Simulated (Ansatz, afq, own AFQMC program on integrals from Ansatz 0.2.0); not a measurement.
**HfN (doublet): AFQMC on the coupled-cluster ladder at distance Hf1–N2 = 4.671 Å, def2-SVP**

Aim: compute HfN (doublet) with auxiliary-field quantum Monte Carlo on the same integrals as coupled cluster, and set the energies side by side.

Program: Ansatz 0.2.0, Gaussian basis, and an in-house AFQMC program (afq) on its integrals; all values are calculated. Level of theory: def2-SVP, frozen cores. These are calculated values, not measurements.

Plan: PBE (unrestricted); r2SCAN (unrestricted); PBE0 (unrestricted); B3LYP (unrestricted); wB97M-V (unrestricted); B2PLYP (unrestricted); CCSD(T) on UHF; CCSDT(Q) on UHF; Phaseless AFQMC, CISD trial on UHF; Phaseless AFQMC, single-determinant trial on UHF.

4 further runs of the same task are left out: 4 that didn't finish.

### Step 1. What is computed

The geometry derives from a PBE0/def2-TZVP stationary point (not a proven minimum). One bond is set to the value named and the two fragments are kept rigid. No spin-orbit coupling is included. Elements past krypton take def2 core potentials.

2 atoms, charge 0, spin multiplicity 2.

Atoms are counted from 1 here; the program's logs count them from 0.

No contacts short enough for the rule that draws bonds.

### Step 2. PBE (unrestricted)

in.yaml

```yaml
crystal:
  periodic: [false, false, false]
  atoms:
    - {symbol: Hf, position_ang: [0.000000, 0.000000, 0.000000]}
    - {symbol: N, position_ang: [0.000000, 0.000000, 4.671000]}
basis:
  gaussian: {orbitals: def2-SVP}
magnetization: {spin_polarized: true, initial_magnetization: 1}
hamiltonian: {xc: {name: PBE}}
output: {orbitals: {seedname: orbitals}}
```

Command:

```sh
$ ansatz run in.yaml --threads 1 --pin off --events-out ev --progress --plain --max-ram 1382MiB
```

The program printed (excerpt; [...] marks lines left out):

```text
Functional definition: PBE
  name "PBE"
  cite "Perdew, Burke & Ernzerhof, Phys. Rev. Lett. 77, 3865 (1996) doi:10.1103/PhysRevLett.77.3865"
  parent pbe
[...]
486 factors; their error is unknown
[...]
mean field -2784.75453255 eV, -102.3378414967 hartree, gradient 4.6e-6 eV, S^2 2.657890; 20 other end points of the search recorded, 0 dependent functions left out
reference -2784.75456491 eV, -102.3378426861 hartree; 10, 9 occupied and 36, 37 virtual orbitals, 486 factors
Total energy: -2784.75456491 eV, -102.3378426861 hartree
```

Wall time 20 s (1 thread of AMD EPYC 9R45 (Zen 5), shared host).

From the report: ⟨S²⟩ of the determinant 2.658 (pure doublet: 0.75). The determinant is far from a pure spin state, so its energy mixes those of several spin states (harmless only where they are near-degenerate, as at dissociation).

### Step 3. r2SCAN (unrestricted)

Edit in.yaml of step 2 so:

```diff
@@ -8,3 +8,2 @@
 magnetization: {spin_polarized: true, initial_magnetization: 1}
-hamiltonian: {xc: {name: PBE}}
-output: {orbitals: {seedname: orbitals}}
+hamiltonian: {xc: {name: r2SCAN}}
```

Same command.

The program printed (excerpt; [...] marks lines left out):

```text
Functional definition: r2SCAN
  name "r2SCAN"
  cite "Furness, Kaplan, Ning, Perdew & Sun, J. Phys. Chem. Lett. 11, 8208 (2020) doi:10.1021/acs.jpclett.0c02405"
  cite "Furness, Kaplan, Ning, Perdew & Sun, J. Phys. Chem. Lett. 11, 9248 (2020) doi:10.1021/acs.jpclett.0c03077"
  parent r2scan
[...]
486 factors; their error is unknown
[...]
mean field -2785.96691978 eV, -102.3823959057 hartree, gradient 2.4e-6 eV, S^2 2.841828; 37 other end points of the search recorded, 0 dependent functions left out
reference -2785.96693947 eV, -102.3823966291 hartree; 10, 9 occupied and 36, 37 virtual orbitals, 486 factors
Total energy: -2785.96693947 eV, -102.3823966291 hartree
```

It took 1.8 min on 1 thread of AMD EPYC 9R45 (Zen 5), shared host.

From the report: ⟨S²⟩ of the determinant 2.842 (pure doublet: 0.75). The determinant is far from a pure spin state, so its energy mixes those of several spin states (harmless only where they are near-degenerate, as at dissociation).

### Step 4. PBE0 (unrestricted)

Edit in.yaml of step 3 so:

```diff
@@ -8,2 +8,3 @@
 magnetization: {spin_polarized: true, initial_magnetization: 1}
-hamiltonian: {xc: {name: r2SCAN}}
+hamiltonian: {xc: {name: PBE0}}
+output: {orbitals: {seedname: orbitals}}
```

The command is unchanged.

The program printed (excerpt; [...] marks lines left out):

```text
Functional definition: PBE0
  name "PBE0"
  cite "Adamo & Barone, J. Chem. Phys. 110, 6158 (1999) doi:10.1063/1.478522"
  cite "Perdew, Burke & Ernzerhof, Phys. Rev. Lett. 77, 3865 (1996) doi:10.1103/PhysRevLett.77.3865"
  parent pbe
[...]
464 factors; integrals over basis functions are off by at most 5.0e-4 eV
[...]
mean field -2784.20620568 eV, -102.3176908562 hartree, gradient 1.8e-6 eV, S^2 2.743171; 12 other end points of the search recorded, 0 dependent functions left out
reference -2784.20622981 eV, -102.3176917428 hartree; 10, 9 occupied and 36, 37 virtual orbitals, 464 factors
Total energy: -2784.20622981 eV, -102.3176917428 hartree
```

It took 16 s on 1 thread of AMD EPYC 9R45 (Zen 5), shared host.

From the report: ⟨S²⟩ of the determinant 2.743 (pure doublet: 0.75). The determinant is far from a pure spin state, so its energy mixes those of several spin states (harmless only where they are near-degenerate, as at dissociation).

### Step 5. B3LYP (unrestricted)

Edit in.yaml of step 4 so:

```diff
@@ -8,3 +8,2 @@
 magnetization: {spin_polarized: true, initial_magnetization: 1}
-hamiltonian: {xc: {name: PBE0}}
-output: {orbitals: {seedname: orbitals}}
+hamiltonian: {xc: {name: B3LYP}}
```

The command is unchanged.

The program printed (excerpt; [...] marks lines left out):

```text
Functional definition: B3LYP
  name "B3LYP"
  cite "Stephens, Devlin, Chabalowski & Frisch, J. Phys. Chem. 98, 11623 (1994) doi:10.1021/j100096a001"
  cite "Becke, Phys. Rev. A 38, 3098 (1988) doi:10.1103/PhysRevA.38.3098"
  cite "Lee, Yang & Parr, Phys. Rev. B 37, 785 (1988) doi:10.1103/PhysRevB.37.785"
  cite "Vosko, Wilk & Nusair, Can. J. Phys. 58, 1200 (1980) doi:10.1139/p80-159"
[...]
464 factors; integrals over basis functions are off by at most 5.0e-4 eV
[...]
mean field -2786.88226540 eV, -102.4160342369 hartree, gradient 5.3e-6 eV, S^2 2.724576; 15 other end points of the search recorded, 0 dependent functions left out
reference -2786.88245602 eV, -102.4160412418 hartree; 10, 9 occupied and 36, 37 virtual orbitals, 464 factors
Total energy: -2786.88245602 eV, -102.4160412418 hartree
```

Wall time 22 s (1 thread of AMD EPYC 9R45 (Zen 5), shared host).

From the report: ⟨S²⟩ of the determinant 2.725 (pure doublet: 0.75). The determinant is far from a pure spin state, so its energy mixes those of several spin states (harmless only where they are near-degenerate, as at dissociation).

### Step 6. wB97M-V (unrestricted)

Edit in.yaml of step 5 so:

```diff
@@ -8,2 +8,3 @@
 magnetization: {spin_polarized: true, initial_magnetization: 1}
-hamiltonian: {xc: {name: B3LYP}}
+hamiltonian: {xc: {name: wB97M-V}}
+output: {orbitals: {seedname: orbitals}}
```

Same command.

The program printed (excerpt; [...] marks lines left out):

```text
Functional definition: wB97M-V
  name "wB97M-V"
  cite "Mardirossian & Head-Gordon, J. Chem. Phys. 144, 214110 (2016) doi:10.1063/1.4952647"
  cite "Becke, J. Chem. Phys. 107, 8554 (1997) doi:10.1063/1.475007"
  cite "Vydrov & Van Voorhis, J. Chem. Phys. 133, 244103 (2010) doi:10.1063/1.3521275"
  # Of w^i u^j: cxij and so on, Table III.
[...]
  gx(w, u) = 1 - cx + cx01*u + cx10*w
  gss(w, u) = css00 + css04*u^4 + css10*w + css20*w^2 + css43*w^4*u^3
  gos(w, u) = cos00 + cos10*w + (cos20 + cos21*u)*w^2 + (cos60 + cos61*u)*w^6
[...]
      + integral(e_c_pw_mod_opposite_spin*gos(b97_w_opposite, b97_u_opposite)) + vv10(b, c)
464 factors; integrals over basis functions are off by at most 5.0e-4 eV
116 factors; integrals over basis functions are off by at most 2.3e-4 eV
[...]
mean field -2783.78513945 eV, -102.3022169574 hartree, gradient 2.4e-6 eV, S^2 2.751253; 10 other end points of the search recorded, 0 dependent functions left out
reference -2783.78517744 eV, -102.3022183536 hartree; 10, 9 occupied and 36, 37 virtual orbitals, 464 factors
Total energy: -2783.78517744 eV, -102.3022183536 hartree
```

It took 1.8 min on 1 thread of AMD EPYC 9R45 (Zen 5), shared host; peak memory 0.27 GiB.

From the report: ⟨S²⟩ of the determinant 2.751 (pure doublet: 0.75). The determinant is far from a pure spin state, so its energy mixes those of several spin states (harmless only where they are near-degenerate, as at dissociation).

### Step 7. B2PLYP (unrestricted)

Edit in.yaml of step 6 so:

```diff
@@ -8,3 +8,3 @@
 magnetization: {spin_polarized: true, initial_magnetization: 1}
-hamiltonian: {xc: {name: wB97M-V}}
-output: {orbitals: {seedname: orbitals}}
+hamiltonian: {xc: {name: B2PLYP}}
+correlation: {electrons: outside_noble_gas}
```

Launched as before.

The program printed (excerpt; [...] marks lines left out):

```text
Functional definition: B2PLYP
  name "B2PLYP"
  cite "Grimme, J. Chem. Phys. 124, 034108 (2006) doi:10.1063/1.2148954"
  cite "Becke, Phys. Rev. A 38, 3098 (1988) doi:10.1103/PhysRevA.38.3098"
  cite "Lee, Yang & Parr, Phys. Rev. B 37, 785 (1988) doi:10.1103/PhysRevB.37.785"
[...]
464 factors; integrals over basis functions are off by at most 5.0e-4 eV
[...]
mean field -2779.46621425 eV, -102.1434993838 hartree, gradient 6.0e-10 eV, S^2 2.755232; 17 other end points of the search recorded, 0 dependent functions left out
5 core orbitals not correlated: weight in the atoms' cores, before any rotation towards them, 1.000 or more for the frozen orbitals, at most 0.000 for the correlated occupied ones
reference -2779.46633585 eV, -102.1435038525 hartree; 5, 4 occupied and 36, 37 virtual orbitals, 464 factors
second order -3.46030445 eV of doubles, -0.00000000 eV of singles
Total energy: -2780.40061805 eV, -102.1778380901 hartree
```

It took 34 s on 1 thread of AMD EPYC 9R45 (Zen 5), shared host.

From the report: ⟨S²⟩ of the determinant 2.755 (pure doublet: 0.75). The determinant is far from a pure spin state, so its energy mixes those of several spin states (harmless only where they are near-degenerate, as at dissociation).

### Step 8. CCSD(T) on UHF

Edit in.yaml of step 7 so:

```diff
@@ -8,3 +8,2 @@
 magnetization: {spin_polarized: true, initial_magnetization: 1}
-hamiltonian: {xc: {name: B2PLYP}}
-correlation: {electrons: outside_noble_gas}
+correlation: {method: ccsd_t, electrons: outside_noble_gas, hamiltonian_folder: ham}
```

Same command.

The program printed (excerpt; [...] marks lines left out):

```text
Functional definition: HF
  name "HF"
  cite "Fock, Z. Phys. 61, 126 (1930) doi:10.1007/BF01340294"
  parent pbe
[...]
464 factors; integrals over basis functions are off by at most 5.0e-4 eV
[...]
mean field -2767.37346571 eV, -101.6990990717 hartree, gradient 3.1e-10 eV, S^2 2.770619; 40 other end points of the search recorded, 0 dependent functions left out
determinant -2767.37346571 eV, -101.6990990717 hartree, with singles and doubles -2770.89384122 eV, -101.8284704857 hartree
determinant -2767.37329712 eV, -101.6990928760 hartree, with singles and doubles -2770.89378805 eV, -101.8284685316 hartree
determinant -2767.37326692 eV, -101.6990917663 hartree, with singles and doubles -2770.89377875 eV, -101.8284681899 hartree
determinant -2767.37274621 eV, -101.6990726305 hartree, with singles and doubles -2770.89364865 eV, -101.8284634088 hartree
[...]
determinant -2767.37326692 eV, -101.6990917663 hartree, with singles and doubles -2770.89433201 eV, -101.8284885218 hartree
determinant -2767.37274621 eV, -101.6990726305 hartree, with singles and doubles -2770.89418143 eV, -101.8284829882 hartree
determinant -2767.37269570 eV, -101.6990707742 hartree, with singles and doubles -2770.89416661 eV, -101.8284824432 hartree
determinant -2767.20156162 eV, -101.6927817129 hartree, with singles and doubles -2770.79820770 eV, -101.8249560183 hartree
5 core orbitals not correlated: weight in the atoms' cores, before any rotation towards them, 0.999 or more for the frozen orbitals, at most 0.000 for the correlated occupied ones
reference -2767.37346571 eV, -101.6990990717 hartree; 5, 4 occupied and 36, 37 virtual orbitals, 464 factors
second order -2.82597125 eV of doubles, -0.00000000 eV of singles
cycle   1  -3.52093692 eV  change   -3.5e-7 eV  update   6.9e-6
perturbative correction -0.06117528 eV, -0.0022481502 hartree
Total energy: -2770.95557791 eV, -101.8307392670 hartree
```

Wall time 14 s (1 thread of AMD EPYC 9R45 (Zen 5), shared host).

From the report: ⟨S²⟩ of the determinant 2.771 (pure doublet: 0.75); correlation -3.5821 eV; T1 0.012; largest double amplitude 0.07. The determinant is far from a pure spin state, so its energy mixes those of several spin states (harmless only where they are near-degenerate, as at dissociation).

This run also writes the integrals to the folder ham.

### Step 9. CCSDT(Q) on UHF

Edit in.yaml of step 8 so:

```diff
@@ -8,2 +8,2 @@
 magnetization: {spin_polarized: true, initial_magnetization: 1}
-correlation: {method: ccsd_t, electrons: outside_noble_gas, hamiltonian_folder: ham}
+correlation: {method: ccsdt_q, electrons: outside_noble_gas}
```

The command is unchanged.

The program printed (excerpt; [...] marks lines left out):

```text
Functional definition: HF
  name "HF"
  cite "Fock, Z. Phys. 61, 126 (1930) doi:10.1007/BF01340294"
  parent pbe
[...]
780 factors; integrals over basis functions are off by at most 1.4e-7 eV
[...]
mean field -2767.37348217 eV, -101.6990996767 hartree, gradient 3.2e-10 eV, S^2 2.770618; 38 other end points of the search recorded, 0 dependent functions left out
determinant -2767.37348217 eV, -101.6990996767 hartree, with singles and doubles -2770.89393923 eV, -101.8284740873 hartree
determinant -2767.37328374 eV, -101.6990923846 hartree, with singles and doubles -2770.89387728 eV, -101.8284718109 hartree
determinant -2767.37282440 eV, -101.6990755041 hartree, with singles and doubles -2770.89376340 eV, -101.8284676257 hartree
determinant -2767.37277709 eV, -101.6990737655 hartree, with singles and doubles -2770.89375060 eV, -101.8284671554 hartree
[...]
determinant -2767.37277709 eV, -101.6990737655 hartree, with singles and doubles -2770.89428383 eV, -101.8284867513 hartree
determinant -2767.37271390 eV, -101.6990714432 hartree, with singles and doubles -2770.89426580 eV, -101.8284860884 hartree
determinant -2767.20158179 eV, -101.6927824542 hartree, with singles and doubles -2770.79830595 eV, -101.8249596290 hartree
5 core orbitals not correlated: weight in the atoms' cores, before any rotation towards them, 0.999 or more for the frozen orbitals, at most 0.000 for the correlated occupied ones
reference -2767.37348217 eV, -101.6990996767 hartree; 5, 4 occupied and 36, 37 virtual orbitals, 780 factors
second order -2.82605413 eV of doubles, -0.00000000 eV of singles
cycle   1  -3.33151143 eV  change   -5.1e-1 eV  update   6.3e-2
[...]
cycle  42  -3.60729426 eV  change    2.5e-9 eV  update   9.4e-7
perturbative correction -0.00185620 eV, -0.0000682140 hartree
Total energy: -2770.98263263 eV, -101.8317335097 hartree
```

Wall time 53 s (1 thread of AMD EPYC 9R45 (Zen 5), shared host); peak memory 0.36 GiB.

From the report: ⟨S²⟩ of the determinant 2.771 (pure doublet: 0.75); correlation -3.6092 eV; T1 0.013; largest double amplitude 0.07. The determinant is far from a pure spin state, so its energy mixes those of several spin states (harmless only where they are near-degenerate, as at dissociation).

### Step 10. Phaseless AFQMC, CISD trial on UHF

It reads the integrals that the CCSD(T) run on this determinant wrote.

Command:

```sh
$ afq ham --method phaseless --trial cisd --walkers 60 --populations 1 --least-time 40 --time-step 0.005 --steps-per-block 50 --equilibration-blocks 40 --max-blocks 300 --target-error 0.00072 --factor-cut 1e-05 --start spin_pure --seed 912 --release-times 0.24,0.6,1.2,2,3,4.2 --release-step 0.04 --release-every 4 --taylor-order 6
```

The program printed:

```text
orbitals 41  electrons 5 4  factors 296 of 464
reference energy -101.69909907 Eh
CCSD correlation -0.12939201 Eh in 20 cycles, weight of the determinant in the CISD state 0.9090
energy of the start -101.827657 Eh
 block  time / (1/Eh)  mean weight  energy / Eh
     1     0.250  0.9984  -101.827177
     2     0.500  0.9993  -101.827266
     3     0.750  1.0006  -101.828079
     4     1.000  0.9979  -101.828496
     5     1.250  0.9986  -101.829470
     6     1.500  0.9998  -101.829456
     7     1.750  1.0004  -101.830304
     8     2.000  1.0002  -101.831766
     9     2.250  1.0010  -101.829382
    10     2.500  0.9999  -101.828948
    11     2.750  1.0009  -101.829812
    16     4.000  0.9986  -101.828922
    21     5.250  1.0011  -101.830109
    26     6.500  0.9984  -101.832123
    31     7.750  1.0010  -101.830625
    36     9.000  1.0004  -101.829819
    41    10.250  1.0019  -101.828701
    46    11.500  0.9977  -101.832292
    51    12.750  0.9978  -101.833717
    56    14.000  0.9985  -101.833327
    61    15.250  0.9997  -101.829171
    66    16.500  1.0027  -101.831332
    71    17.750  1.0016  -101.831801
    76    19.000  1.0037  -101.828959
    81    20.250  0.9995  -101.834250
    86    21.500  0.9978  -101.828827
    91    22.750  0.9991  -101.833507
    96    24.000  0.9994  -101.830989
   101    25.250  1.0010  -101.827339
   106    26.500  0.9996  -101.828593
   111    27.750  1.0001  -101.830248
   116    29.000  1.0002  -101.829037
   121    30.250  0.9997  -101.832288
   126    31.500  1.0002  -101.829038
   131    32.750  1.0000  -101.825877
   136    34.000  0.9999  -101.827192
   141    35.250  1.0034  -101.832790
   146    36.500  1.0035  -101.826148
   151    37.750  0.9981  -101.832608
   156    39.000  0.9999  -101.832203
   161    40.250  1.0010  -101.830567
   166    41.500  1.0028  -101.831857
   171    42.750  0.9998  -101.829617
   176    44.000  1.0008  -101.829095
   181    45.250  1.0008  -101.830207
   186    46.500  1.0000  -101.832342
   191    47.750  1.0025  -101.831597
   196    49.000  0.9997  -101.828735
blocks merged  error / Eh  count
     1  0.000225  160
     2  0.000278  80
     4  0.000349  40
     8  0.000429  20
    16  0.000509  10
released: time / (1/Eh)  energy / Eh  error  mean overlap
  0.24  -101.830742  0.000453  0.9978
  0.60  -101.830377  0.000435  1.0006
  1.20  -101.831285  0.000546  0.9910
  2.00  -101.830468  0.000698  0.9572
  3.00  -101.831312  0.000918  1.0081
  4.20  -101.830127  0.001857  1.1473
energy -101.830522 +/- 0.000429 Eh
```

Run time: 2.8 min. Hardware: 1 thread of AMD EPYC 9R45 (Zen 5), shared host.

Energy -2770.9497 ± 0.0117 eV. Caveats: constraint bias not in the error.

### Step 11. Phaseless AFQMC, single-determinant trial on UHF

It reads the integrals that the CCSD(T) run on this determinant wrote.

Command:

```sh
$ afq ham --method phaseless --trial hf --walkers 120 --populations 1 --least-time 40 --time-step 0.005 --steps-per-block 20 --equilibration-blocks 160 --max-blocks 600 --target-error 0.00216 --factor-cut 1e-05 --start spin_pure --seed 581 --taylor-order 6
```

The program printed:

```text
orbitals 41  electrons 5 4  factors 296 of 464
reference energy -101.69909907 Eh
CCSD correlation -0.12939201 Eh in 20 cycles, weight of the determinant in the CISD state 0.9090
energy of the start -101.699303 Eh
 block  time / (1/Eh)  mean weight  energy / Eh
     1     0.100  1.0006  -101.728467
     2     0.200  1.0011  -101.748479
     3     0.300  1.0010  -101.763807
     4     0.400  1.0009  -101.772846
     5     0.500  1.0017  -101.794811
     6     0.600  0.9998  -101.796181
     7     0.700  0.9997  -101.794147
     8     0.800  0.9996  -101.802470
     9     0.900  1.0006  -101.806664
    10     1.000  0.9997  -101.804601
    15     1.500  0.9982  -101.811021
    29     2.900  1.0002  -101.818739
    43     4.300  1.0000  -101.828415
    57     5.700  0.9994  -101.834844
    71     7.100  1.0010  -101.839729
    85     8.500  0.9990  -101.828854
    99     9.900  1.0000  -101.815145
   113    11.300  1.0002  -101.831500
   127    12.700  0.9987  -101.826946
   141    14.100  1.0005  -101.801490
   155    15.500  1.0004  -101.819069
   169    16.900  0.9985  -101.827613
   183    18.300  1.0015  -101.826943
   197    19.700  0.9992  -101.822899
   211    21.100  1.0000  -101.830652
   225    22.500  1.0021  -101.844588
   239    23.900  1.0013  -101.825141
   253    25.300  1.0014  -101.838909
   267    26.700  1.0004  -101.826058
   281    28.100  1.0003  -101.818956
   295    29.500  0.9994  -101.819491
   309    30.900  0.9997  -101.812429
   323    32.300  1.0017  -101.818969
   337    33.700  1.0028  -101.811586
   351    35.100  0.9994  -101.825969
   365    36.500  0.9938  -101.831525
   379    37.900  1.0001  -101.816726
   393    39.300  0.9990  -101.815294
   407    40.700  1.0017  -101.820888
   421    42.100  0.9977  -101.855504
   435    43.500  1.0001  -101.817665
   449    44.900  1.0010  -101.822067
   463    46.300  0.9984  -101.826067
   477    47.700  0.9995  -101.813896
   491    49.100  1.0027  -101.833364
   505    50.500  0.9997  -101.839572
   519    51.900  1.0010  -101.821766
   533    53.300  0.9985  -101.835563
   547    54.700  1.0010  -101.831116
blocks merged  error / Eh  count
     1  0.000562  400
     2  0.000740  200
     4  0.000947  100
     8  0.001096  50
    16  0.001348  25
    32  0.001679  12
energy -101.823168 +/- 0.001348 Eh
```

Wall time 2 min (1 thread of AMD EPYC 9R45 (Zen 5), shared host).

Energy -2770.7496 ± 0.0367 eV. Caveats: constraint bias not in the error. The error still grows with block length (0.0298 to 0.0457 eV), so the bar may be too small.

### Step 12. All levels side by side

On the UHF determinant, counted from CCSDT(Q) (a yardstick, not exact):

```csv
level,energy (eV),from CCSDT(Q) (kJ/mol),statistical error (kJ/mol),time
HF,-2767.3735,+348.2,,
MP2,-2770.1994,+75.6,,
CCSD,-2770.8944,+8.5,,
CCSD(T),-2770.9556,+2.6,,
CCSDT(Q),-2770.9826,0.0,,
"Phaseless AFQMC, CISD trial, step 0.005, 60 walkers",-2770.9497,+3.2,1.1,2.8 min
"Phaseless AFQMC, single-determinant trial, step 0.005, 120 walkers",-2770.7496,+22.5,3.5,2 min
```

The functionals' totals stand on their own zeros and serve differences with other points: PBE -2784.755 eV; r2SCAN -2785.967 eV; PBE0 -2784.206 eV; B3LYP -2786.882 eV; wB97M-V -2783.785 eV; B2PLYP -2780.401 eV.

### Step 13. What came out

| quantity | value |
| --- | --- |
| CCSD(T) on UHF from CCSDT(Q) | +2.6 kJ/mol |
| Phaseless AFQMC, CISD trial on UHF from CCSDT(Q) | +3.2 ± 1.1 kJ/mol |
| Phaseless AFQMC, single-determinant trial on UHF from CCSDT(Q) | +22.5 ± 3.5 kJ/mol |

On UHF the phaseless walk with the CISD trial lies +3.2 kJ/mol from CCSDT(Q), within three error bars. A single-determinant trial moves the result by +19.3 kJ/mol. Error bars are statistical and leave out the constraint, the time step and what remains of the start. Hf carries a core potential, and spin-orbit coupling is left out.
